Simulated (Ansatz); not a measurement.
# Cl3H3O3W: small, medium and large basis sets

How large a basis does Cl3H3O3W need? Two functionals are run in growing sets.

Computed with Ansatz 0.2.0, Gaussian basis. Level: one geometry, several basis sets.

Plan: PBE0-D4/def2-SVP; ωB97M-V/def2-SVP; PBE0-D4/def2-QZVPP; ωB97M-V/def2-QZVPP; the functionals' def2-TZVPP values are taken from earlier runs.

## 1. The geometry

All runs share one geometry, relaxed beforehand with PBE0-D4 in a triple-zeta def2 set. W takes the def2 core potential; no spin-orbit term is included.

SMILES `[OH][W]([OH])([OH])([Cl])([Cl])[Cl]`, 10 atoms, charge 0, spin multiplicity 1.

Atoms are counted from 1 here; the program's logs count them from 0.

Bond lengths: O1–W2 1.859 Å, O1–H8 0.962 Å, W2–O3 1.856 Å, W2–O4 1.856 Å, W2–Cl5 2.388 Å, W2–Cl6 2.360 Å, W2–Cl7 2.296 Å, O3–H9 0.961 Å, O4–H10 0.961 Å. Angles: W2–O1–H8 126.3°, O1–W2–O3 98.8°, O1–W2–O4 98.8°, O1–W2–Cl5 171.6°, O1–W2–Cl6 83.4°, O1–W2–Cl7 89.9°, O3–W2–O4 162.4°, O3–W2–Cl5 81.3°, O3–W2–Cl6 90.7°, O3–W2–Cl7 90.3°, O4–W2–Cl5 81.3°, O4–W2–Cl6 90.7°, O4–W2–Cl7 90.3°, Cl5–W2–Cl6 88.2°, Cl5–W2–Cl7 98.5°, Cl6–W2–Cl7 173.3°, W2–O3–H9 127.0°, W2–O4–H10 127.0°.

## 2. PBE0-D4 in def2-SVP

Contents of in.yaml:

```yaml
crystal:
  periodic: [false, false, false]
  atoms:
    - {symbol: O, position_ang: [-0.676504, -1.763011, -0.378251]}
    - {symbol: W, position_ang: [0.081102, -0.088302, -0.097817]}
    - {symbol: O, position_ang: [1.153544, -0.503132, 1.358502]}
    - {symbol: O, position_ang: [-0.776611, 0.841253, -1.455514]}
    - {symbol: Cl, position_ang: [0.782861, 2.120837, 0.476233]}
    - {symbol: Cl, position_ang: [-1.778595, 0.214818, 1.322604]}
    - {symbol: Cl, position_ang: [1.793318, -0.627353, -1.529770]}
    - {symbol: H, position_ang: [-1.487055, -2.095377, 0.018941]}
    - {symbol: H, position_ang: [1.658678, 0.111040, 1.898886]}
    - {symbol: H, position_ang: [-0.750725, 1.789226, -1.613814]}
basis:
  gaussian: {orbitals: def2-SVP}
hamiltonian: {xc: pbe0, dispersion: d4}
output: {orbitals: {seedname: orbitals}}
```

On the command line:

```console
$ ansatz run in.yaml --threads 2 --pin off --events-out ev --progress --plain --max-ram 32768MiB --backend cpu
```

After this run come: ωB97M-V in def2-SVP; PBE0-D4 in def2-QZVPP; ωB97M-V in def2-QZVPP.

Q: Predict the results of all the runs planned. Wanted: PBE0-D4: double and triple zeta above quadruple; ωB97M-V: double and triple zeta above quadruple.

**Answer**, as computed:

| quantity | value |
| --- | --- |
| PBE0-D4: double and triple zeta above quadruple | 22.75, 1.47 eV |
| ωB97M-V: double and triple zeta above quadruple | 22.74, 1.40 eV |

PBE0-D4 gains 21.29 eV from double to triple zeta, then 1.47 eV more. Total energies overstate the basis error of differences, where much of it tends to cancel.
